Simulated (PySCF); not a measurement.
# GaN (triplet) with other numerical set-ups

Aim: see how much the energy and properties of GaN (triplet) depend on the numerical set-up.

Computed with PySCF 2.14.0. Level: method and basis as typed in the scripts.

**1. Where the work starts**

GaN (triplet): 2 atoms, charge 0, spin multiplicity 3.

Bond lengths: Ga1–N2 1.953 Å.

**2. The base run**

input.py reads:

```python
from pyscf import gto, dft

mol = gto.M(
    atom='Ga 0 0 0; N 0 0 1.953',
    basis='pcseg-1',
    charge=0,
    spin=2,
    verbose=3,
)
mf = dft.ROKS(mol, xc='olyp')
mf = mf.newton()
mf.kernel()
g = mf.nuc_grad_method()
g.grid_response = True
g.kernel()
mf.dip_moment()
print('orbital energies (hartree):', mf.mo_energy[..., max(0, mol.nelec[1]-3):mol.nelec[0]+3].round(4))
```

The run is started by

```
OMP_NUM_THREADS=1 python input.py
```

Its log is not repeated here.

In short: E(SCF) = -1979.790913 Eh, μ = 2.90 D, gradient on the second atom 0.0180 Eh/bohr.

The bond length is a typed value, not an optimised one. The triplet is typed in the script; nothing here shows that it is the ground state.

**3. Def2-svpd**

Edit 1 changes basis set: pcseg-1 → def2-svpd.

input.py reads:

```python
from pyscf import gto, dft

mol = gto.M(
    atom='Ga 0 0 0; N 0 0 1.953',
    basis='def2-svpd',
    charge=0,
    spin=2,
    verbose=3,
)
mf = dft.ROKS(mol, xc='olyp')
mf = mf.newton()
mf.kernel()
g = mf.nuc_grad_method()
g.grid_response = True
g.kernel()
mf.dip_moment()
print('orbital energies (hartree):', mf.mo_energy[..., max(0, mol.nelec[1]-3):mol.nelec[0]+3].round(4))
```

The run is started by

```
OMP_NUM_THREADS=1 python input.py
```

**4. 6-31g**

Edit 2 changes basis set: pcseg-1 → 6-31g.

input.py, as its differences from that of step 2:

```diff
@@ -4,3 +4,3 @@
     atom='Ga 0 0 0; N 0 0 1.953',
-    basis='pcseg-1',
+    basis='6-31g',
     charge=0,
```

**5. Jorge-dzp**

Edit 3 changes basis set: pcseg-1 → jorge-dzp.

input.py, as its differences from that of step 2:

```diff
@@ -4,3 +4,3 @@
     atom='Ga 0 0 0; N 0 0 1.953',
-    basis='pcseg-1',
+    basis='jorge-dzp',
     charge=0,
```

**6. Cartesian functions on**

Edit 4 changes Cartesian functions: off → on.

input.py, as its differences from that of step 2:

```diff
@@ -7,2 +7,3 @@
     spin=2,
+    cart=True,
     verbose=3,
```

**7. Integration grid (99, 590)**

Edit 5 changes integration grid: default → (99, 590).

input.py, as its differences from that of step 2:

```diff
@@ -10,2 +10,3 @@
 mf = dft.ROKS(mol, xc='olyp')
+mf.grids.atom_grid = (99, 590)
 mf = mf.newton()
```

Before running it: what results should come out? Wanted: for each run, E(SCF); from base; dipole.

The runs gave:

| run | E(SCF) (hartree) | from base (eV) | dipole (D) | functions |
| --- | --- | --- | --- | --- |
| base | -1979.790913 | 0 | 2.90 | 41 |
| def2-svpd | -1979.722037 | +1.8742 | 2.91 | 58 |
| 6-31g | -1979.654280 | +3.7180 | 2.67 | 36 |
| jorge-dzp | -1979.943803 | -4.1604 | 2.84 | 58 |
| Cartesian functions on | -1979.805019 | -0.3838 | 2.89 | n/a |
| integration grid (99, 590) | -1979.790913 | 0.0000 | 2.90 | 41 |

**Reading.** The SCF energy stays the same, to the digits that matter, with integration grid (99, 590). The largest comparable shift of the SCF energy, -4.160 eV, comes with the run “jorge-dzp”. def2-svpd (58 functions) gives an energy 1.87 eV higher than pcseg-1 (41); size alone doesn't order basis sets of different families. 6-31g (36 functions) gives an energy 3.72 eV higher than pcseg-1 (41). jorge-dzp (58 functions) gives an energy 4.16 eV lower than pcseg-1 (41).
